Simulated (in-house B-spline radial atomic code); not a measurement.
# Yb¹⁷⁺: ionisation energy by several methods

The task here is to estimate one member of a computed series from the others.

The numbers are computed with in-house B-spline radial atomic code version 1 (scalar-relativistic (X2C), several functionals, spin-polarised; spherical all-electron atom at the radial basis limit), except any that are marked as measured or tabulated.

## Starting point

| Property | Result |
| --- | --- |
| element | ytterbium (Z = 70) |
| charge | +17 |
| electrons | 53 |
| configuration | [Kr] 4d10 4f7 |
| nucleus | Fermi, rms radius 5.311 fm |

The outer shells:

[Kr] 4d10 4f7
```
[Kr] core
4d [↑↓][↑↓][↑↓][↑↓][↑↓]
4f [↑ ][↑ ][↑ ][↑ ][↑ ][↑ ][↑ ]
```

Where spins are not typed, each open shell is filled with up spins first.

Set-up of the first run:

Settings of the run:

```ini
Z = 70
electrons = 53.0
configuration = [Kr] 4d10 4f7
hamiltonian = x2c
method = revtpss,revtpss
spin_polarised = True
nucleus = fermi
rms_radius = 5.3108
mass_number = 174
atomic_mass = 173.938867545
speed_of_light = 137.035999084
```

Steps of the session up to this table: revTPSS; OLYP; BLYP; RPBE.

One table of the session follows, with a row left open; its other results are not shown here.

```
 method  ΔSCF (eV)
   OLYP     414.04
   BLYP     412.13
   RPBE     412.35
revTPSS          ?
```

Estimate the missing values for revTPSS.

**Answer.** ΔSCF (eV): 412.09. In the column «ΔSCF (eV)» it is the lowest.

Members of this set that are not shown: 3 used exact exchange with fractional occupations of an open shell, which is unsound here.
